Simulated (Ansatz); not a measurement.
# CH6BBr: the cost of one run

Method: PBE0-D4, def2-SVP first, then def2-TZVP; program: Ansatz 0.2.0, Gaussian basis.

152 further runs of the same task are left out: 152 set aside as unsound or not needed.

## Step 1: The system as given

The guess: 9 atoms, charge 0, spin multiplicity 1.

Atoms are counted from 1 here; the program's logs count them from 0.

Bond lengths: B1–Br2 2.280 Å, B1–H3 1.174 Å, B1–H4 1.174 Å, B1–H5 1.318 Å, B1–C6 1.693 Å, Br2–H5 1.682 Å, C6–H7 1.091 Å, C6–H8 1.091 Å, C6–H9 1.091 Å. Angles: Br2–B1–H3 102.7°, Br2–B1–H4 102.7°, Br2–B1–H5 46.9°, Br2–B1–C6 104.0°, H3–B1–H4 118.9°, H3–B1–H5 119.1°, H3–B1–C6 113.0°, H4–B1–H5 119.0°, H4–B1–C6 113.1°, H5–B1–C6 57.1°, B1–Br2–H5 34.9°, B1–H5–Br2 98.2°, B1–C6–H7 117.2°, B1–C6–H8 100.2°, B1–C6–H9 117.2°, H7–C6–H8 105.8°, H7–C6–H9 108.9°, H8–C6–H9 105.8°.

As a file:

```xyz
9
charge 0, multiplicity 1
B    -0.2639   -0.7970    0.0026
Br    0.6119   -0.9501   -2.0969
H    -1.4056   -1.0015   -0.1783
H     0.3650   -1.5858    0.6032
H     0.3641    0.0616   -0.7760
C     0.0578    0.7996    0.4663
H    -0.4484    1.5916   -0.0872
H    -0.3843    0.8043    1.4633
H     1.1035    1.0773    0.6030
```

Distances that are to change: B1–C6 1.69 Å, Br2–H5 1.68 Å, B1–Br2 2.28 Å, H5–C6 1.48 Å.

## Step 2: Constrained relaxation of the guess

File hold/in.yaml:

```yaml
crystal:
  periodic: [false, false, false]
  atoms:
    - {symbol: B, position_ang: [-0.263900, -0.797000, 0.002600]}
    - {symbol: Br, position_ang: [0.611900, -0.950100, -2.096900]}
    - {symbol: H, position_ang: [-1.405600, -1.001500, -0.178300]}
    - {symbol: H, position_ang: [0.365000, -1.585800, 0.603200]}
    - {symbol: H, position_ang: [0.364100, 0.061600, -0.776000]}
    - {symbol: C, position_ang: [0.057800, 0.799600, 0.466300]}
    - {symbol: H, position_ang: [-0.448400, 1.591600, -0.087200]}
    - {symbol: H, position_ang: [-0.384300, 0.804300, 1.463300]}
    - {symbol: H, position_ang: [1.103500, 1.077300, 0.603000]}
basis:
  gaussian: {orbitals: def2-SVP}
hamiltonian: {xc: pbe0, dispersion: d4}
relax: {f_tol: 0.04, max_steps: 150, escape_saddle: false, constraints: [{distance: [0, 5]}, {distance: [1, 4]}, {distance: [0, 1]}, {distance: [4, 5]}]}
```

On the command line:

```console
ansatz run in.yaml --threads 4 --pin off --events-out ev --progress --plain --max-ram 9574MiB
```

**Question.** How long does this run take on 4 threads of Intel Xeon at 2.50GHz, shared host?

About 15 s.
